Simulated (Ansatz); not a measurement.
# AlCo: a phonon run

Aim: a sound phonon run of AlCo. The structure is shown as the input types it.

Program: Ansatz 0.2.0. Level of theory: DFT, PBEsol, PAW with Ansatz's default frozen-core files, scalar-relativistic; harmonic phonons by finite displacements. These are calculated values, not measurements.

1 further run of the same task is left out (set aside as unsound or not needed).

## 1. Starting point

Symmetry: Pm-3m, No. 221, cubic system. Conventional cell: a = 2.823 Å, b = 2.823 Å, c = 2.823 Å, α = 90.00°, β = 90.00°, γ = 90.00°. Around Al (site symmetry m-3m) lie 8 Co at 2.45 Å. Co (site symmetry m-3m) is surrounded by 8 Al at 2.45 Å.

Structure file:

```cif
data_structure
_symmetry_space_group_name_H-M 'Pm-3m'
_symmetry_Int_Tables_number 221
_cell_length_a 2.8234
_cell_length_b 2.8234
_cell_length_c 2.8234
_cell_angle_alpha 90.000
_cell_angle_beta 90.000
_cell_angle_gamma 90.000
_cell_volume 22.51
loop_
_atom_site_label
_atom_site_type_symbol
_atom_site_symmetry_multiplicity
_atom_site_Wyckoff_symbol
_atom_site_fract_x
_atom_site_fract_y
_atom_site_fract_z
_atom_site_occupancy
Al1 Al 1 a 0.00000 0.00000 0.00000 1
Co1 Co 1 b 0.50000 0.50000 0.50000 1
```

## 2. The calculation

Input file input.yaml:

```yaml
crystal:
  lattice:
    - [2.82343537865, 0.0, 0.0]
    - [0.0, 2.82343537865, 0.0]
    - [0.0, 0.0, 2.82343537865]
  atoms:
    - { symbol: Al, position: [0.0, 0.0, 0.0], spin: 2.0 }
    - { symbol: Co, position: [0.5, 0.5, 0.5] }
kpoints:
  mp_grid: { grid: [12, 12, 12] }
scf:
  occupations: { method: fermi_dirac, width: 0.1 }
  max_iter: 100
hamiltonian:
  xc: pbesol
  pseudopotentials: { kind: paw }
phonons:
  qmesh: [2, 2, 2]
  qpath:
    path:
      - [0.0, 0.0, 0.0]
      - [0.0, 0.5, 0.0]
      - [0.5, 0.5, 0.0]
      - [0.0, 0.0, 0.0]
      - [0.5, 0.5, 0.5]
      - [0.0, 0.5, 0.0]
      - [0.5, 0.5, 0.5]
      - [0.5, 0.5, 0.0]
    npoints: 6
  temperatures: { t_min: 0, t_max: 1000, t_step: 100 }
  amplitude: 0.03
```

Started as:

```bash
> ansatz run input.yaml --threads 2 --pin off --max-ram 5120MiB --backend cpu --events-out ev --progress --plain --runs-dir out
```

What happens when this is run?

The run ended at the input check. The line that matters: «inconsistent input (magnetization.spin_polarized): false but per-atom `spin:`, `per_species`, `initial_magnetization`, `magnetic_field`, or `spin_locking` is set»

Moments need two spin channels, and the input asks for one.

The cure: switch spin polarisation on, or remove the moments.
